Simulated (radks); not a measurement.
# Ne³⁺ in [He] 2s1.5 2p3 3d0.5: an all-electron calculation

One table from this session's results is given with a row withheld; the runs are named, their logs left out.

Method: scalar-relativistic Kohn-Sham, BLYP, spin-polarised, spherical densities, point nucleus; open shells are filled with parallel spins first. Code: radks (a radial shooting solver on a logarithmic mesh, Libxc functionals) version 1.

## The system

```
element       : neon (Z = 10)
charge        : +3
electrons     : 7
configuration : [He] 2s1.5 2p3 3d0.5
```

The first run:

The run's settings:

```text
Z 10
configuration [He] 2s1.5 2p3 3d0.5 3s0 3p0
relativity scalar-relativistic
functional b88,lyp
spin polarised
nucleus point
c 137.035999084
```

Command:

```
> python run_ks.py task.json out
```

All runs below come from this command, one after another.

One table of the session follows, with a row left open; its other results are not shown here.

It belongs to the step «Orbitals and density». From the orbitals of this run (lengths in bohr):

```
  level     <r>  outermost maximum (interpolated)  90 % within  nodes
  1s up  0.1579                             0.103        0.283      0
1s down  0.1574                             0.102        0.281      0
  2s up       ?                                 ?            ?      ?
2s down  0.8014                             0.647         1.26      1
  2p up  0.7240                             0.545         1.20      0
2p down  0.7594                             0.558         1.27      0
  3s up   2.267                              2.05         3.33      2
  3p up   2.410                              2.16         3.59      1
  3d up   2.490                              2.09         3.85      0
```

**Question.** Estimate the row for 2s up.

As computed: <r>: 0.7754; outermost maximum (interpolated): 0.635; 90 % within: 1.21; nodes: 1. In the column «<r>» it lies between 2p down (0.7594) and 2s down (0.8014).
